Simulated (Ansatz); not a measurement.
# CoSi: the cost of one run

Program: Ansatz 0.2.0. Level of theory: DFT PBE, spin-orbit coupling, plane waves, PAW, and further levels as typed in the inputs. These are calculated values, not measurements.

The COD entry's cell or inner coordinates are ideal or old and differ from later refinements, so a difference from it is no clean test against experiment.

### 1 The starting structure

Symmetry: P2_13, No. 198, cubic system. Conventional cell: a = 4.438 Å, b = 4.438 Å, c = 4.438 Å, α = 90.00°, β = 90.00°, γ = 90.00°. Co (site symmetry 3) is surrounded by 7 Si at 2.28 to 2.47 Å. Around Si (site symmetry 3) lie 7 Co at 2.28 to 2.47 Å.

As a file:

```cif
data_structure
_symmetry_space_group_name_H-M 'P2_13'
_symmetry_Int_Tables_number 198
_cell_length_a 4.4380
_cell_length_b 4.4380
_cell_length_c 4.4380
_cell_angle_alpha 90.000
_cell_angle_beta 90.000
_cell_angle_gamma 90.000
_cell_volume 87.41
loop_
_atom_site_label
_atom_site_type_symbol
_atom_site_symmetry_multiplicity
_atom_site_Wyckoff_symbol
_atom_site_fract_x
_atom_site_fract_y
_atom_site_fract_z
_atom_site_occupancy
Co1 Co 4 a 0.14000 0.14000 0.14000 1
Si1 Si 4 a 0.84300 0.84300 0.84300 1
```

The structure rests on an entry of the Crystallography Open Database; cell or positions may have been set otherwise for this series.

### 2 Single point: CoSi

input.yaml reads:

```yaml
crystal:
  lattice:
    - [4.438, 0.0, 0.0]
    - [0.0, 4.438, 0.0]
    - [0.0, 0.0, 4.438]
  atoms:
    - { symbol: Co, position: [0.14, 0.14, 0.14] }
    - { symbol: Co, position: [0.36, 0.86, 0.64] }
    - { symbol: Co, position: [0.64, 0.36, 0.86] }
    - { symbol: Co, position: [0.86, 0.64, 0.36] }
    - { symbol: Si, position: [0.843, 0.843, 0.843] }
    - { symbol: Si, position: [0.657, 0.157, 0.343] }
    - { symbol: Si, position: [0.343, 0.657, 0.157] }
    - { symbol: Si, position: [0.157, 0.343, 0.657] }
scf:
  occupations: { method: gaussian, width: 0.03 }
output:
  eigenstates:
    kpoints:
      - [0.56493, 0.43507, 0.5]
      - [0.56992, 0.43008, 0.5]
      - [0.57492, 0.42508, 0.5]
      - [0.57991, 0.42009, 0.5]
      - [0.58491, 0.41509, 0.5]
      - [0.5899, 0.4101, 0.5]
      - [0.5949, 0.4051, 0.5]
      - [0.56557, 0.43574, 0.49869]
      - [0.57062, 0.43079, 0.49859]
      - [0.57566, 0.42585, 0.49849]
      - [0.58071, 0.42091, 0.49839]
      - [0.58575, 0.41596, 0.49829]
      - [0.59079, 0.41102, 0.49819]
      - [0.59584, 0.40608, 0.49809]
      - [0.5662, 0.43642, 0.49738]
      - [0.57129, 0.43153, 0.49718]
      - [0.57638, 0.42664, 0.49698]
      - [0.58147, 0.42175, 0.49678]
      - [0.58657, 0.41686, 0.49658]
      - [0.59166, 0.41197, 0.49638]
      - [0.59675, 0.40707, 0.49618]
      - [0.5668, 0.43712, 0.49608]
      - [0.57194, 0.43229, 0.49577]
      - [0.57708, 0.42745, 0.49547]
      - [0.58222, 0.42261, 0.49517]
      - [0.58736, 0.41778, 0.49487]
      - [0.59249, 0.41294, 0.49457]
      - [0.59763, 0.4081, 0.49427]
      - [0.56739, 0.43784, 0.49477]
      - [0.57257, 0.43306, 0.49437]
      - [0.57775, 0.42828, 0.49397]
      - [0.58294, 0.4235, 0.49356]
      - [0.58812, 0.41872, 0.49316]
      - [0.5933, 0.41394, 0.49276]
      - [0.59849, 0.40916, 0.49236]
      - [0.56795, 0.43859, 0.49347]
      - [0.57318, 0.43386, 0.49296]
      - [0.5784, 0.42914, 0.49246]
      - [0.58363, 0.42441, 0.49196]
      - [0.58886, 0.41969, 0.49146]
      - [0.59408, 0.41496, 0.49095]
      - [0.59931, 0.41024, 0.49045]
      - [0.56849, 0.43935, 0.49216]
      - [0.57376, 0.43468, 0.49156]
      - [0.57903, 0.43001, 0.49096]
      - [0.5843, 0.42535, 0.49035]
      - [0.58957, 0.42068, 0.48975]
      - [0.59483, 0.41602, 0.48915]
      - [0.6001, 0.41135, 0.48855]
      - [0.56901, 0.44012, 0.49086]
      - [0.57432, 0.43552, 0.49016]
      - [0.57963, 0.43091, 0.48946]
      - [0.58494, 0.42631, 0.48875]
      - [0.59025, 0.4217, 0.48805]
      - [0.59556, 0.41709, 0.48735]
      - [0.60087, 0.41249, 0.48665]
      - [0.56951, 0.44092, 0.48957]
      - [0.57486, 0.43638, 0.48876]
      - [0.58021, 0.43183, 0.48796]
      - [0.58556, 0.42729, 0.48716]
      - [0.5909, 0.42274, 0.48636]
      - [0.59625, 0.4182, 0.48555]
      - [0.6016, 0.41365, 0.48475]
      - [0.56999, 0.44174, 0.48827]
      - [0.57538, 0.43725, 0.48737]
      - [0.58076, 0.43277, 0.48647]
      - [0.58615, 0.42829, 0.48557]
      - [0.59153, 0.42381, 0.48466]
      - [0.59691, 0.41933, 0.48376]
      - [0.6023, 0.41484, 0.48286]
      - [0.57045, 0.44257, 0.48698]
      - [0.57587, 0.43815, 0.48598]
      - [0.58129, 0.43373, 0.48498]
      - [0.58671, 0.42931, 0.48398]
      - [0.59213, 0.4249, 0.48298]
      - [0.59755, 0.42048, 0.48197]
      - [0.60297, 0.41606, 0.48097]
      - [0.57089, 0.44342, 0.48569]
      - [0.57634, 0.43906, 0.48459]
      - [0.58179, 0.43471, 0.48349]
      - [0.58725, 0.43036, 0.48239]
      - [0.5927, 0.42601, 0.48129]
      - [0.59815, 0.42165, 0.48019]
      - [0.60361, 0.4173, 0.47909]
      - [0.5713, 0.44428, 0.48441]
      - [0.57679, 0.44, 0.48321]
      - [0.58227, 0.43571, 0.48201]
      - [0.58776, 0.43143, 0.48082]
      - [0.59324, 0.42714, 0.47962]
      - [0.59873, 0.42286, 0.47842]
      - [0.60421, 0.41857, 0.47722]
      - [0.5717, 0.44517, 0.48313]
      - [0.57721, 0.44095, 0.48184]
      - [0.58273, 0.43673, 0.48054]
      - [0.58824, 0.43251, 0.47924]
      - [0.59376, 0.4283, 0.47795]
      - [0.59927, 0.42408, 0.47665]
      - [0.60479, 0.41986, 0.47535]
      - [0.57207, 0.44607, 0.48186]
      - [0.57761, 0.44192, 0.48047]
      - [0.58316, 0.43777, 0.47907]
      - [0.5887, 0.43362, 0.47768]
      - [0.59424, 0.42947, 0.47628]
      - [0.59979, 0.42533, 0.47489]
      - [0.60533, 0.42118, 0.47349]
      - [0.57242, 0.44699, 0.4806]
      - [0.57799, 0.44291, 0.4791]
      - [0.58356, 0.43883, 0.47761]
      - [0.58913, 0.43475, 0.47612]
      - [0.5947, 0.43067, 0.47462]
      - [0.60027, 0.4266, 0.47313]
      - [0.60584, 0.42252, 0.47164]
hamiltonian:
  xc: pbe
kpoints:
  mp_grid: { grid: [12, 12, 12] }
magnetization:
  noncollinear: true
  spin_orbit: true
```

On the command line:

```sh
ansatz run input.yaml --threads 4 --pin off --max-ram 10240MiB --backend cpu --events-out ev --progress --plain --runs-dir out
```

What time and memory should one allow on 4 threads of Intel Xeon 6975P-C (Granite Rapids), shared host?

About 92 s, with a peak of 2.2 GiB.
